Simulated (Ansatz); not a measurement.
# C2H8AlNSi: basis-set convergence

An exercise on one series of results from a longer session: the logs are not shown, and one member is left open.

Program: Ansatz 0.2.0, Gaussian basis. Level of theory: one geometry, several basis sets. These are calculated values, not measurements.

The runs, in order: PBE0-D4/def2-SVP; ωB97M-V/def2-SVP; PBE0-D4/def2-QZVPP; ωB97M-V/def2-QZVPP; the functionals' def2-TZVPP values are taken from earlier runs.

### The relaxed structure

All runs share one geometry, relaxed beforehand with PBE0-D4 in a triple-zeta def2 set.

SMILES `C[N]1[SiH2][Al]1[CH3]`, 13 atoms, charge 0, spin multiplicity 1.

Atoms are counted from 1 here; the program's logs count them from 0.

Bond lengths: C1–N2 1.441 Å, C1–H6 1.097 Å, C1–H7 1.094 Å, C1–H8 1.097 Å, N2–Si3 1.770 Å, N2–Al4 1.776 Å, Si3–Al4 2.297 Å, Si3–H9 1.497 Å, Si3–H10 1.497 Å, Al4–C5 1.945 Å, C5–H11 1.093 Å, C5–H12 1.093 Å, C5–H13 1.093 Å. Angles: N2–C1–H6 111.5°, N2–C1–H7 111.3°, N2–C1–H8 111.5°, H6–C1–H7 107.6°, H6–C1–H8 107.2°, H7–C1–H8 107.6°, C1–N2–Si3 129.5°, C1–N2–Al4 149.7°, Si3–N2–Al4 80.8°, N2–Si3–Al4 49.7°, N2–Si3–H9 114.7°, N2–Si3–H10 114.7°, Al4–Si3–H9 127.2°, Al4–Si3–H10 127.2°, H9–Si3–H10 105.4°, N2–Al4–Si3 49.5°, N2–Al4–C5 137.9°, Si3–Al4–C5 172.6° and more.

Set-up of the first run:

File in.yaml:

```yaml
crystal:
  periodic: [false, false, false]
  atoms:
    - {symbol: C, position_ang: [-0.675996, -0.412383, 1.862280]}
    - {symbol: N, position_ang: [0.112325, -0.336110, 0.658621]}
    - {symbol: Si, position_ang: [1.697513, -1.037899, 0.303748]}
    - {symbol: Al, position_ang: [0.314862, 0.245411, -1.007076]}
    - {symbol: C, position_ang: [-0.679332, 1.313859, -2.292887]}
    - {symbol: H, position_ang: [-0.142105, 0.013337, 2.720520]}
    - {symbol: H, position_ang: [-1.617585, 0.134009, 1.755440]}
    - {symbol: H, position_ang: [-0.922831, -1.450323, 2.116442]}
    - {symbol: H, position_ang: [1.749956, -2.532563, 0.370959]}
    - {symbol: H, position_ang: [2.806597, -0.560376, 1.188734]}
    - {symbol: H, position_ang: [-1.665683, 1.580404, -1.905263]}
    - {symbol: H, position_ang: [-0.142778, 2.237770, -2.525403]}
    - {symbol: H, position_ang: [-0.814646, 0.770063, -3.231417]}
basis:
  gaussian: {orbitals: def2-SVP}
hamiltonian: {xc: pbe0, dispersion: d4}
output: {orbitals: {seedname: orbitals}}
```

Steps of the session up to this table: PBE0-D4 in def2-SVP; ωB97M-V in def2-SVP; PBE0-D4 in def2-QZVPP; ωB97M-V in def2-QZVPP.

One of the session's tables, all rows but one given; the rest of the session is left out.

It belongs to the step «Functionals by basis». 

| functional | basis | HOMO (eV) |
| --- | --- | --- |
| PBE0-D4 | def2-SVP | -6.28 |
| PBE0-D4 | def2-TZVPP | -6.28 |
| PBE0-D4 | def2-QZVPP | ? |
| ωB97M-V | def2-SVP | -8.21 |
| ωB97M-V | def2-TZVPP | -8.24 |
| ωB97M-V | def2-QZVPP | -8.25 |

Q: Estimate the row for PBE0-D4, def2-QZVPP from the others.

As computed: HOMO (eV): -6.29. In the column «HOMO (eV)» it lies between ωB97M-V, def2-SVP (-8.21) and PBE0-D4, def2-SVP (-6.28).
